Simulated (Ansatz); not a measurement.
## GeCN2 in Ansatz: the effect of functional

GeCN2:

```
Ge N C
1.0
     1.75717    1.01450    4.82148
    -1.75717    1.01450    4.82148
     0.00000   -2.02901    4.82148
Ge N C
1 2 1
Direct
  0.00000 0.00000 0.00000
  0.58390 0.58390 0.58390
  0.41610 0.41610 0.41610
  0.50000 0.50000 0.50000
```

The cell comes from a database or a generator and needn't be the stable form of this composition.

The cell isn't the ideal one: volume scaled by 0.94.

Alike in all runs:

- Program: Ansatz 0.2.0
- Task: single point
- Potentials or basis: Ansatz PAW
- k mesh: 9 × 9 × 9
- Occupations: fermi-dirac, width 0.05 eV
- Spin: no spin polarisation

```tsv
functional	cutoff	gap on the mesh (eV)	pressure (GPa)	largest force (eV/Å)
LDA	420 eV (not typed: the program's choice for these potentials)	?	?	?
PBEsol	420 eV (not typed: the program's choice for these potentials)	0.85	5.5	1.96
r2SCAN	500 eV (not typed: the program's choice for these potentials)	1.04	5.7	1.37
```

What does the run with functional LDA give?

gap on the mesh 0.83 eV; pressure 1.7 GPa; largest force 1.55 eV/Å.

Caveats: odd divisions of the mesh miss points on the zone boundary, where band edges often lie, so the gap on the mesh can be too wide; the PAW data sets come from PBE, with cores solved anew for the run's functional, which leaves a small shift of forces and pressure; forces of over 1 eV/Å show positions far from the minimum, so gaps and moduli don't describe the material at rest.

A k mesh can miss the band edges.

Runs at the PBE level aren't shown here.
